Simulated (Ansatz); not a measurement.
# CH8Si2 + H2: a complex and its separated parts, part 2 of 2

Ansatz 0.2.0, Gaussian basis. The steps go on from the part before.

**13. CAM-B3LYP-D4/def2-TZVPP**

The inputs:

parta/in.yaml

```yaml
crystal:
  periodic: [false, false, false]
  atoms:
    - {symbol: Si, position_ang: [-0.855851, 0.632651, 0.214244]}
    - {symbol: H, position_ang: [-1.863267, -0.457994, 0.348116]}
    - {symbol: H, position_ang: [-1.594521, 1.927361, 0.234957]}
    - {symbol: C, position_ang: [0.367074, 0.562500, 1.636026]}
    - {symbol: Si, position_ang: [0.218674, 0.414790, -1.853874]}
    - {symbol: H, position_ang: [0.903518, -0.388849, 1.639400]}
    - {symbol: H, position_ang: [1.102004, 1.366300, 1.555071]}
    - {symbol: H, position_ang: [-0.147881, 0.666702, 2.593668]}
    - {symbol: H, position_ang: [1.206756, 1.512752, -2.046020]}
    - {symbol: H, position_ang: [0.950890, -0.880201, -1.928245]}
    - {symbol: H, position_ang: [-0.759877, 0.464396, -2.974070]}
basis:
  gaussian: {orbitals: def2-TZVPP}
hamiltonian: {xc: {name: CAM-B3LYP}, dispersion: d4}
```

partb/in.yaml

```yaml
crystal:
  periodic: [false, false, false]
  atoms:
    - {symbol: H, position_ang: [0.026235, -3.001978, 0.584715]}
    - {symbol: H, position_ang: [0.446245, -2.818331, -0.003987]}
basis:
  gaussian: {orbitals: def2-TZVPP}
hamiltonian: {xc: {name: CAM-B3LYP}, dispersion: d4}
```

The same command starts each run, in its folder.

On the command line:

```
$ ansatz run in.yaml --threads 4 --pin off --events-out ev --progress --plain --max-ram 9574MiB
```

parta printed, cut to the lines that bear on the results:

```text
Functional definition: CAM-B3LYP
  name "CAM-B3LYP"
  cite "Yanai, Tew & Handy, Chem. Phys. Lett. 393, 51 (2004) doi:10.1016/j.cplett.2004.06.011"
  cite "Iikura, Tsuneda, Yanai & Hirao, J. Chem. Phys. 115, 3540 (2001) doi:10.1063/1.1383587"
  cite "Becke, Phys. Rev. A 38, 3098 (1988) doi:10.1103/PhysRevA.38.3098"
  cite "Lee, Yang & Parr, Phys. Rev. B 37, 785 (1988) doi:10.1103/PhysRevB.37.785"
[...]
  # Exact exchange under (alpha + beta erf(omega r))/r, Becke's under what is left of 1/r.
[...]
1234 factors; their error is unknown
333 factors; integrals over basis functions are off by at most 1.6e-5 eV
[...]
mean field -16923.22839363 eV, -621.9171724896 hartree, gradient 5.4e-5 eV, S^2 0.000000; 0 other end points of the search recorded, 0 dependent functions left out
reference -16923.22853779 eV, -621.9171777873 hartree; 21, 21 occupied and 206, 206 virtual orbitals, 1234 factors
Total energy: -16923.40587985 eV, -621.9236949878 hartree
```

Output in partb, cut to the lines that bear on the results:

```text
[... 6 set-up lines as earlier in the session ...]
[...]
  # Exact exchange under (alpha + beta erf(omega r))/r, Becke's under what is left of 1/r.
[...]
118 factors; their error is unknown
42 factors; integrals over basis functions are off by at most 6.3e-5 eV
[...]
mean field -31.88030511 eV, -1.1715796036 hartree, gradient 6.4e-5 eV, S^2 0.000000; 0 other end points of the search recorded, 0 dependent functions left out
reference -31.88037505 eV, -1.1715821738 hartree; 1, 1 occupied and 27, 27 virtual orbitals, 118 factors
Total energy: -31.88188844 eV, -1.1716377898 hartree
```

Wall times: 5.5 s (parta), 0.35 s (partb) on 4 threads of Intel Xeon at 2.50GHz, shared host.

**14. wB97X-V/def2-TZVPP**

Each input of step 13 (parta, partb) changes in the same lines:

```diff
-hamiltonian: {xc: {name: CAM-B3LYP}, dispersion: d4}
+hamiltonian: {xc: {name: wB97X-V}}
```

Each run has its own folder and the same command.

On the command line:

```
$ ansatz run in.yaml --threads 4 --pin off --events-out ev --progress --plain --max-ram 9574MiB
```

Log of parta, cut to the lines that bear on the results:

```text
Functional definition: wB97X-V
  name "wB97X-V"
  cite "Mardirossian & Head-Gordon, Phys. Chem. Chem. Phys. 16, 9904 (2014) doi:10.1039/C3CP54374A"
[... 2 set-up lines as earlier in the session ...]
[...]
      + integral(e_c_pw_opposite_spin*poly(b97_u_opposite, cos0, cos1)) + vv10(b, c)
1234 factors; their error is unknown
311 factors; integrals over basis functions are off by at most 1.2e-5 eV
[...]
mean field -16920.91133305 eV, -621.8320220840 hartree, gradient 3.1e-5 eV, S^2 0.000000; 0 other end points of the search recorded, 0 dependent functions left out
reference -16920.91133063 eV, -621.8320219951 hartree; 21, 21 occupied and 206, 206 virtual orbitals, 1234 factors
Total energy: -16920.91133063 eV, -621.8320219951 hartree
```

Output in partb, cut to the lines that bear on the results:

```text
[... 5 set-up lines as earlier in the session ...]
[...]
      + integral(e_c_pw_opposite_spin*poly(b97_u_opposite, cos0, cos1)) + vv10(b, c)
118 factors; their error is unknown
42 factors; integrals over basis functions are off by at most 3.0e-5 eV
[...]
mean field -31.90860420 eV, -1.1726195759 hartree, gradient 8.8e-5 eV, S^2 0.000000; 0 other end points of the search recorded, 0 dependent functions left out
reference -31.90860320 eV, -1.1726195391 hartree; 1, 1 occupied and 27, 27 virtual orbitals, 118 factors
Total energy: -31.90860320 eV, -1.1726195391 hartree
```

Times: 11 s (parta), 0.42 s (partb) on 4 threads of Intel Xeon at 2.50GHz, shared host.

**15. wB97M-V/def2-TZVPP**

The same edit goes into each in.yaml of step 14 (parta, partb):

```diff
-hamiltonian: {xc: {name: wB97X-V}}
+hamiltonian: {xc: {name: wB97M-V}}
```

The same command starts each run, in its folder.

On the command line:

```
$ ansatz run in.yaml --threads 4 --pin off --events-out ev --progress --plain --max-ram 9574MiB
```

parta printed, cut to the lines that bear on the results:

```text
Functional definition: wB97M-V
  name "wB97M-V"
  cite "Mardirossian & Head-Gordon, J. Chem. Phys. 144, 214110 (2016) doi:10.1063/1.4952647"
[... 2 set-up lines as earlier in the session ...]
  # Of w^i u^j: cxij and so on, Table III.
[...]
  gx(w, u) = 1 - cx + cx01*u + cx10*w
[...]
      + integral(e_c_pw_mod_opposite_spin*gos(b97_w_opposite, b97_u_opposite)) + vv10(b, c)
1234 factors; their error is unknown
311 factors; integrals over basis functions are off by at most 1.2e-5 eV
[...]
mean field -16921.19710995 eV, -621.8425241912 hartree, gradient 2.6e-5 eV, S^2 0.000000; 0 other end points of the search recorded, 0 dependent functions left out
reference -16921.19716850 eV, -621.8425263430 hartree; 21, 21 occupied and 206, 206 virtual orbitals, 1234 factors
Total energy: -16921.19716850 eV, -621.8425263430 hartree
```

Log of partb, cut to the lines that bear on the results:

```text
[... 5 set-up lines as earlier in the session ...]
  # Of w^i u^j: cxij and so on, Table III.
[...]
  gx(w, u) = 1 - cx + cx01*u + cx10*w
[...]
      + integral(e_c_pw_mod_opposite_spin*gos(b97_w_opposite, b97_u_opposite)) + vv10(b, c)
118 factors; their error is unknown
42 factors; integrals over basis functions are off by at most 3.0e-5 eV
[...]
mean field -31.60112401 eV, -1.1613198874 hartree, gradient 7.4e-6 eV, S^2 0.000000; 0 other end points of the search recorded, 0 dependent functions left out
reference -31.60114827 eV, -1.1613207788 hartree; 1, 1 occupied and 27, 27 virtual orbitals, 118 factors
Total energy: -31.60114827 eV, -1.1613207788 hartree
```

Wall times: 9.6 s (parta), 0.46 s (partb) on 4 threads of Intel Xeon at 2.50GHz, shared host.

**16. B2PLYP/def2-TZVPP**

The same edit goes into each in.yaml of step 15 (parta, partb):

```diff
-hamiltonian: {xc: {name: wB97M-V}}
+hamiltonian: {xc: {name: B2PLYP}}
```

One command serves all of them, each in its own folder.

On the command line:

```
$ ansatz run in.yaml --threads 4 --pin off --events-out ev --progress --plain --max-ram 9574MiB
```

Output in parta, cut to the lines that bear on the results:

```text
Functional definition: B2PLYP
  name "B2PLYP"
  cite "Grimme, J. Chem. Phys. 124, 034108 (2006) doi:10.1063/1.2148954"
[... 2 set-up lines as earlier in the session ...]
[...]
1267 factors; integrals over basis functions are off by at most 1.1e-3 eV
[...]
mean field -16911.80826320 eV, -621.4974904373 hartree, gradient 9.5e-6 eV, S^2 0.000000; 0 other end points of the search recorded, 0 dependent functions left out
11 core orbitals not correlated: weight in the atoms' cores, before any rotation towards them, 1.000 or more for the frozen orbitals, at most 0.000 for the correlated occupied ones
reference -16911.80844986 eV, -621.4974972970 hartree; 10, 10 occupied and 206, 206 virtual orbitals, 1267 factors
second order -14.68251024 eV of doubles, -0.00000000 eV of singles
Total energy: -16915.77272763 eV, -621.6431818178 hartree
```

partb printed, cut to the lines that bear on the results:

```text
[... 5 set-up lines as earlier in the session ...]
[...]
145 factors; integrals over basis functions are off by at most 7.3e-4 eV
[...]
mean field -31.55850464 eV, -1.1597536545 hartree, gradient 1.1e-6 eV, S^2 0.000000; 0 other end points of the search recorded, 0 dependent functions left out
reference -31.55859406 eV, -1.1597569404 hartree; 1, 1 occupied and 27, 27 virtual orbitals, 145 factors
second order -1.02365356 eV of doubles, -0.00000000 eV of singles
Total energy: -31.83498052 eV, -1.1699139555 hartree
```

Wall times: 7.5 s (parta), 0.36 s (partb) on 4 threads of Intel Xeon at 2.50GHz, shared host.

**17. PBE-QIDH/def2-TZVPP**

Each input of step 16 (parta, partb) changes in the same lines:

```diff
-hamiltonian: {xc: {name: B2PLYP}}
+hamiltonian: {xc: {name: PBE-QIDH}}
```

Each run has its own folder and the same command.

On the command line:

```
$ ansatz run in.yaml --threads 4 --pin off --events-out ev --progress --plain --max-ram 9574MiB
```

parta printed, cut to the lines that bear on the results:

```text
Functional definition: PBE-QIDH
  name "PBE-QIDH"
  cite "Brémond, Sancho-García, Pérez-Jiménez & Adamo, J. Chem. Phys. 141, 031101 (2014) doi:10.1063/1.4890314"
[... 1 set-up line as earlier in the session ...]
[...]
1267 factors; integrals over basis functions are off by at most 1.1e-3 eV
[...]
mean field -16906.17961167 eV, -621.2906413087 hartree, gradient 8.7e-6 eV, S^2 0.000000; 0 other end points of the search recorded, 0 dependent functions left out
11 core orbitals not correlated: weight in the atoms' cores, before any rotation towards them, 1.000 or more for the frozen orbitals, at most 0.000 for the correlated occupied ones
reference -16906.17962607 eV, -621.2906418378 hartree; 10, 10 occupied and 206, 206 virtual orbitals, 1267 factors
second order -13.63965191 eV of doubles, -0.00000000 eV of singles
Total energy: -16910.72617670 eV, -621.4577244919 hartree
```

Output in partb, cut to the lines that bear on the results:

```text
[... 4 set-up lines as earlier in the session ...]
[...]
145 factors; integrals over basis functions are off by at most 7.3e-4 eV
[...]
mean field -31.52726488 eV, -1.1586056145 hartree, gradient 1.4e-6 eV, S^2 0.000000; 0 other end points of the search recorded, 0 dependent functions left out
reference -31.52727130 eV, -1.1586058504 hartree; 1, 1 occupied and 27, 27 virtual orbitals, 145 factors
second order -0.95919783 eV of doubles, -0.00000000 eV of singles
Total energy: -31.84700391 eV, -1.1703558071 hartree
```

They took 8 s (parta), 0.26 s (partb) on 4 threads of Intel Xeon at 2.50GHz, shared host.

**18. RPA on PBE/def2-TZVPP**

Each input of step 17 (parta, partb) changes in the same lines:

```diff
-hamiltonian: {xc: {name: PBE-QIDH}}
+hamiltonian: {xc: pbe}
+correlation: {method: rpa}
```

Each run has its own folder and the same command.

On the command line:

```
$ ansatz run in.yaml --threads 4 --pin off --events-out ev --progress --plain --max-ram 9574MiB
```

parta printed, cut to the lines that bear on the results:

```text
[... 4 set-up lines as earlier in the session ...]
[...]
1267 factors; integrals over basis functions are off by at most 1.1e-3 eV
[...]
mean field -16913.50103221 eV, -621.5596985509 hartree, gradient 7.7e-6 eV, S^2 0.000000; 0 other end points of the search recorded, 0 dependent functions left out
11 core orbitals not correlated: weight in the atoms' cores, before any rotation towards them, 1.000 or more for the frozen orbitals, at most 0.000 for the correlated occupied ones
reference -16881.49798787 eV, -620.3836083641 hartree; 10, 10 occupied and 206, 206 virtual orbitals, 1267 factors
Total energy: -16904.60023623 eV, -621.2326003319 hartree
```

partb printed, cut to the lines that bear on the results:

```text
[... 4 set-up lines as earlier in the session ...]
[...]
145 factors; integrals over basis functions are off by at most 7.3e-4 eV
[...]
mean field -31.73221007 eV, -1.1661372113 hartree, gradient 1.4e-6 eV, S^2 0.000000; 0 other end points of the search recorded, 0 dependent functions left out
reference -30.80642119 eV, -1.1321150972 hartree; 1, 1 occupied and 27, 27 virtual orbitals, 145 factors
Total energy: -32.86230756 eV, -1.2076675278 hartree
```

Times: 7 s (parta), 0.25 s (partb) on 4 threads of Intel Xeon at 2.50GHz, shared host.

**19. CCSD(T)/def2-TZVPP**

The same edit goes into each in.yaml of step 18 (parta, partb):

```diff
-hamiltonian: {xc: pbe}
-correlation: {method: rpa}
+correlation: {method: ccsd_t}
```

One command serves all of them, each in its own folder.

On the command line:

```
$ ansatz run in.yaml --threads 4 --pin off --events-out ev --progress --plain --max-ram 9574MiB
```

Log of parta, cut to the lines that bear on the results:

```text
Functional definition: HF
  name "HF"
  cite "Fock, Z. Phys. 61, 126 (1930) doi:10.1007/BF01340294"
[... 1 set-up line as earlier in the session ...]
[...]
1267 factors; integrals over basis functions are off by at most 1.1e-3 eV
[...]
mean field -16882.67929228 eV, -620.4270205002 hartree, gradient 4.5e-6 eV, S^2 0.000000; 0 other end points of the search recorded, 0 dependent functions left out
11 core orbitals not correlated: weight in the atoms' cores, before any rotation towards them, 1.000 or more for the frozen orbitals, at most 0.000 for the correlated occupied ones
reference -16882.67929228 eV, -620.4270205002 hartree; 10, 10 occupied and 206, 206 virtual orbitals, 1267 factors
second order -12.00063052 eV of doubles, -0.00000000 eV of singles
cycle   1  -13.14403920 eV  change    -1.1e0 eV  update   8.3e-2
[...]
cycle   8  -13.61620953 eV  change   -1.5e-5 eV  update   1.9e-5
perturbative correction -0.46461286 eV, -0.0170742075 hartree
Total energy: -16896.76011466 eV, -620.9444811785 hartree
```

Output in partb, cut to the lines that bear on the results:

```text
[... 4 set-up lines as earlier in the session ...]
[...]
145 factors; integrals over basis functions are off by at most 7.3e-4 eV
[...]
mean field -30.82772369 eV, -1.1328979497 hartree, gradient 4.2e-7 eV, S^2 0.000000; 0 other end points of the search recorded, 0 dependent functions left out
reference -30.82772369 eV, -1.1328979497 hartree; 1, 1 occupied and 27, 27 virtual orbitals, 145 factors
second order -0.86257045 eV of doubles, -0.00000000 eV of singles
cycle   1  -1.00722231 eV  change   -1.4e-1 eV  update   2.6e-2
[...]
cycle   7  -1.07306560 eV  change    6.4e-7 eV  update   4.3e-7
perturbative correction 0.00000000 eV, 0.0000000000 hartree
Total energy: -31.90078929 eV, -1.1723323833 hartree
```

Wall times: 60 s (parta), 0.3 s (partb) on 4 threads of Intel Xeon at 2.50GHz, shared host; peak memory 3.5 GiB.

**20. Vibrations of CH8Si2**

Input file vib-parta/in.yaml:

```yaml
crystal:
  periodic: [false, false, false]
  atoms:
    - {symbol: Si, position_ang: [-0.855851, 0.632651, 0.214244]}
    - {symbol: H, position_ang: [-1.863267, -0.457994, 0.348116]}
    - {symbol: H, position_ang: [-1.594521, 1.927361, 0.234957]}
    - {symbol: C, position_ang: [0.367074, 0.562500, 1.636026]}
    - {symbol: Si, position_ang: [0.218674, 0.414790, -1.853874]}
    - {symbol: H, position_ang: [0.903518, -0.388849, 1.639400]}
    - {symbol: H, position_ang: [1.102004, 1.366300, 1.555071]}
    - {symbol: H, position_ang: [-0.147881, 0.666702, 2.593668]}
    - {symbol: H, position_ang: [1.206756, 1.512752, -2.046020]}
    - {symbol: H, position_ang: [0.950890, -0.880201, -1.928245]}
    - {symbol: H, position_ang: [-0.759877, 0.464396, -2.974070]}
basis:
  gaussian: {orbitals: def2-TZVP}
hamiltonian: {xc: pbe0, dispersion: d4}
phonons: {temperatures: {t_min: 298.15, t_max: 900, t_step: 200}}
```

On the command line:

```
$ ansatz run in.yaml --threads 4 --pin off --events-out ev --progress --plain --max-ram 9574MiB
```

Standard output, cut to the lines that bear on the results:

```text
[... 5 set-up lines as earlier in the session ...]
[...]
1068 factors; their error is unknown
[...]
mean field -16915.44770460 eV, -621.6312374417 hartree, gradient 1.9e-5 eV, S^2 0.000000; 0 other end points of the search recorded, 0 dependent functions left out
[...]
Atom 9 at     0.950890    -0.880201    -1.928245 Å, force     0.000043    -0.001057     0.000477 eV/Å
Atom 10 at    -0.759877     0.464396    -2.974070 Å, force    -0.000645     0.000071    -0.000521 eV/Å
Dipole moment:     0.080493    -0.000912     0.177332 e Å
Vibrations: 99.83 140.97 158.14 349.96 419.09 484.70 509.67 664.71 685.00 726.41 844.32 886.53 908.37 931.47 938.21 946.64 1275.81 1452.16 1452.48 2199.24 2202.23 2208.69 2217.29 2221.96 3053.87 3139.72 3141.09 cm⁻¹, zero-point energy 2.123759 eV
```

Run time: 3 min. Hardware: 4 threads of Intel Xeon at 2.50GHz, shared host.

Wavenumbers and character of the modes:

| mode | wavenumber (cm⁻¹) | character |
| --- | --- | --- |
| 1 | 100 | torsion |
| 2 | 141 | bend |
| 3 | 158 | torsion |
| 4 | 350 | torsion with bend |
| 5 | 419 | Si–Si stretch |
| 6 | 485 | bend |
| 7 | 510 | bend with torsion |
| 8 | 665 | bend with wag or twist |
| 9 | 685 | Si–C stretch with bend |
| 10 | 726 | Si–C stretch with bend |
| 11 | 844 | bend |
| 12 | 887 | bend with wag or twist |
| 13 | 908 | bend |
| 14 | 931 | wag or twist with bend |
| 15 | 938 | bend with wag or twist |
| 16 | 947 | bend with wag or twist |
| 17 | 1276 | bend |
| 18 | 1452 | bend |
| 19 | 1452 | bend |
| 20 | 2199 | Si–H stretch |
| 21 | 2202 | Si–H stretch |
| 22 | 2209 | Si–H stretch |
| 23 | 2217 | Si–H stretch |
| 24 | 2222 | Si–H stretch |
| 25 | 3054 | C–H stretch |
| 26 | 3140 | C–H stretch |
| 27 | 3141 | C–H stretch |

Vibrational sums (real modes only):

| T (K) | entropy (J/mol/K) | heat capacity (J/mol/K) |
| --- | --- | --- |
| 298 | 58.8 | 71.6 |
| 498 | 105.5 | 111.3 |
| 698 | 147.7 | 138.5 |
| 898 | 185.1 | 158.3 |

**21. Vibrations of H2**

Input file vib-partb/in.yaml:

```yaml
crystal:
  periodic: [false, false, false]
  atoms:
    - {symbol: H, position_ang: [0.026235, -3.001978, 0.584715]}
    - {symbol: H, position_ang: [0.446245, -2.818331, -0.003987]}
basis:
  gaussian: {orbitals: def2-TZVP}
hamiltonian: {xc: pbe0, dispersion: d4}
phonons: {temperatures: {t_min: 298.15, t_max: 900, t_step: 200}}
```

On the command line:

```
$ ansatz run in.yaml --threads 4 --pin off --events-out ev --progress --plain --max-ram 9574MiB
```

Standard output, cut to the lines that bear on the results:

```text
[... 5 set-up lines as earlier in the session ...]
[...]
88 factors; their error is unknown
[...]
mean field -31.78865275 eV, -1.1682114416 hartree, gradient 1.8e-5 eV, S^2 0.000000; 0 other end points of the search recorded, 0 dependent functions left out
[...]
reference -31.78855681 eV, -1.1682079159 hartree; 1, 1 occupied and 11, 11 virtual orbitals, 88 factors
Total energy: -31.79027516 eV, -1.1682710639 hartree
Atom 0 at     0.026235    -3.001978     0.584715 Å, force     0.000198     0.000087    -0.000278 eV/Å
Atom 1 at     0.446245    -2.818331    -0.003987 Å, force    -0.000198    -0.000087     0.000278 eV/Å
Dipole moment:    -0.000000    -0.000000     0.000000 e Å
Vibrations: 4414.93 cm⁻¹, zero-point energy 0.273691 eV
```

It took 0.71 s on 4 threads of Intel Xeon at 2.50GHz, shared host.

The modes, with what each moves most:

| mode | wavenumber (cm⁻¹) | character |
| --- | --- | --- |
| 1 | 4415 | H–H stretch |

Vibrational sums (real modes only):

| T (K) | entropy (J/mol/K) | heat capacity (J/mol/K) |
| --- | --- | --- |
| 298 | 0.0 | 0.0 |
| 498 | 0.0 | 0.0 |
| 698 | 0.0 | 0.1 |
| 898 | 0.1 | 0.4 |

**22. Complex less separated parts**

The complex's own energies come from single points at the same levels.

Rows are in def2-TZVPP; times add the 3 runs of a level on a shared host, so small differences are noise.

Differences are taken before rounding.

| method | rung | complex less parts (kcal/mol) | from CCSD(T) (kcal/mol) | time |
| --- | --- | --- | --- | --- |
| SPW92 | LDA | -1.23 | -0.82 | 4.9 s |
| PBE-D4 | GGA | -0.84 | -0.44 | 6.7 s |
| BLYP-D4 | GGA | -0.37 | +0.03 | 7.7 s |
| r2SCAN-D4 | meta-GGA | -0.30 | +0.11 | 11 s |
| B97M-V | meta-GGA | -0.56 | -0.16 | 23 s |
| PBE0-D4 | hybrid | -0.75 | -0.34 | 10 s |
| B3LYP-D4 | hybrid | -0.51 | -0.11 | 10 s |
| r2SCAN0-D4 | hybrid | -0.43 | -0.03 | 15 s |
| BHLYP-D4 | hybrid | -0.59 | -0.19 | 9.7 s |
| CAM-B3LYP-D4 | range-separated hybrid | -0.60 | -0.20 | 12 s |
| wB97X-V | range-separated hybrid | -0.62 | -0.21 | 23 s |
| wB97M-V | range-separated hybrid | -0.53 | -0.13 | 23 s |
| B2PLYP | double hybrid | 0.04 | +0.44 | 18 s |
| PBE-QIDH | double hybrid | -0.25 | +0.15 | 18 s |
| RPA on PBE | RPA | -0.24 | +0.16 | 16 s |
| Hartree-Fock | wavefunction | 0.39 | +0.79 |  |
| MP2 | wavefunction | -0.37 | +0.03 |  |
| CCSD | wavefunction | -0.32 | +0.09 |  |
| CCSD(T) | wavefunction | -0.40 | 0 | 2.7 min |

Among the levels timed on like hardware and quicker than the yardstick, those that no quicker one beats, quickest first: SPW92 (4.9 s, -0.82 kcal/mol); PBE-D4 (6.7 s, -0.44 kcal/mol); BLYP-D4 (7.7 s, +0.03 kcal/mol); r2SCAN0-D4 (15 s, -0.03 kcal/mol).

For cost: r2SCAN0-D4 gets within 0.03 kcal/mol in 15 s, where CCSD(T) took 2.7 min; the quickest level in the cost chart, SPW92, takes 4.9 s and misses by 0.82 kcal/mol.

The complex's zero-point energy, from a separate PBE0-D4 run, is 2.428 eV.

**23. Outcome**

What follows sums up all 2 parts.

| quantity | value |
| --- | --- |
| complex less parts, CCSD(T)/def2-TZVPP | -0.40 kcal/mol |
| with zero-point energy | +0.30 kcal/mol |
| largest T1 diagnostic | 0.012 |

At CCSD(T) the complex lies 0.40 kcal/mol below its parts. r2SCAN0-D4 is the best functional here (-0.03 kcal/mol from CCSD(T)); SPW92 is the worst (-0.82 kcal/mol). BLYP-D4 is as near within the digits shown. Mean unsigned error by rung: LDA 0.82, GGA 0.24, meta-GGA 0.13, hybrid 0.17, range-separated hybrid 0.18, double hybrid 0.30 kcal/mol. The double hybrids carry no dispersion term here, unlike the levels marked D4 or V. PBE-D4 gives a relative energy 0.44 kcal/mol too low, an error of 109 % of the reference. No counterpoise was applied, and triple zeta lacks some correlation, so the CCSD(T) reference has a basis error of its own, and close matches with it are partly luck.
